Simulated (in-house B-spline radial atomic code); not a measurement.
# Mn⁺: ionisation energy by several methods

An exercise on one series of results from a longer session: the logs are not shown, and one member is left open.

Method: non-relativistic, several functionals, spin-polarised; spherical all-electron atom at the radial basis limit. Code: in-house B-spline radial atomic code version 1.

## The atom as given

```
element       : manganese (Z = 25)
charge        : +1
electrons     : 24
configuration : [Ar] 3d5 4s1
nucleus       : point
```

Outer shells as boxes (Hund's rule):

[Ar] 3d5 4s1
```
[Ar] core
3d [↑ ][↑ ][↑ ][↑ ][↑ ]
4s [↑ ]
```

Where spins are not typed, each open shell is filled with up spins first.

The first run:

Settings, as recorded:

```ini
Z = 25
electrons = 24.0
configuration = [Ar] 3d5 4s1
hamiltonian = nr
method = b88,lyp
spin_polarised = True
```

Steps of the session up to this table: BLYP, a GGA; LDA (VWN5); LC-ωPBE, a range-separated hybrid; r2SCAN0, a global hybrid; HSE06, a range-separated hybrid; LDA (PW92); fractional-occupation HF; revTPSS, a meta-GGA; exchange-only LDA; BP86, a GGA.

One table of the session follows, with a row left open; its other results are not shown here.

```
                  method  ΔSCF (eV)
              LDA (VWN5)          ?
              LDA (PW92)     16.323
       exchange-only LDA     15.744
                    BLYP     16.005
                    BP86     16.173
                 revTPSS     15.775
                 r2SCAN0     15.728
                 LC-ωPBE     15.571
                   HSE06     15.851
fractional-occupation HF     14.687
```

**Question.** Estimate the row for LDA (VWN5).

**Answer.** ΔSCF (eV): 16.324. In the column «ΔSCF (eV)» it is the highest.
